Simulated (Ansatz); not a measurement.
# Rb: the cost of one run

Method: DFT PBEsol, scalar-relativistic, plane waves, PAW, in Ansatz 0.2.0.

## (1) Starting point

The structure is orthorhombic, space group Cmce (No. 64). The conventional cell has a = 7.653 Å, b = 12.971 Å, c = 7.664 Å, α = 90.00°, β = 90.00°, γ = 90.00°. Rb (site symmetry m) is surrounded by 1 Rb at 4.14 Å.

Coordinates:

```cif
data_structure
_symmetry_space_group_name_H-M 'P 1'
_symmetry_Int_Tables_number 1
_cell_length_a 7.5304
_cell_length_b 7.5304
_cell_length_c 7.6636
_cell_angle_alpha 90.000
_cell_angle_beta 90.000
_cell_angle_gamma 118.916
_cell_volume 380.40
loop_
_atom_site_label
_atom_site_type_symbol
_atom_site_fract_x
_atom_site_fract_y
_atom_site_fract_z
_atom_site_occupancy
Rb1 Rb 0.15250 0.84750 0.07850 1
Rb2 Rb 0.65250 0.34750 0.42150 1
Rb3 Rb 0.84750 0.15250 0.92150 1
Rb4 Rb 0.34750 0.65250 0.57850 1
```

This is candidate A: alpha-gallium type (Cmce, No. 64).

(A quick probe on a coarse mesh, which set the mesh and smearing, is not shown.)

## (3) The relaxation (candidate A)

Input file input.yaml:

```yaml
crystal:
  lattice:
    - [3.8267229883, -6.4855858073, 0.0]
    - [3.8267229883, 6.4855858073, 0.0]
    - [0.0, 0.0, 7.6636263646]
  atoms:
    - { symbol: Rb, position: [0.1525, 0.8475, 0.0785] }
    - { symbol: Rb, position: [0.6525, 0.3475, 0.4215] }
    - { symbol: Rb, position: [0.8475, 0.1525, 0.9215] }
    - { symbol: Rb, position: [0.3475, 0.6525, 0.5785] }
basis:
  ecutwfc: 420
kpoints:
  mp_grid: { grid: [8, 8, 6] }
hamiltonian:
  xc: pbesol
scf:
  occupations: { method: gaussian, width: 0.1 }
output:
  forces: true
  stress: true
  eigenvalues: true
relax:
  adjacent_minimum: "off"
  f_tol: 0.01
  max_steps: 80
  cell: { stress_tol: 0.05 }
```

Q: Estimate wall time and peak memory on 1 thread of an x86-64 CPU, shared host.

About 3.6 min, with a peak of 0.93 GiB.
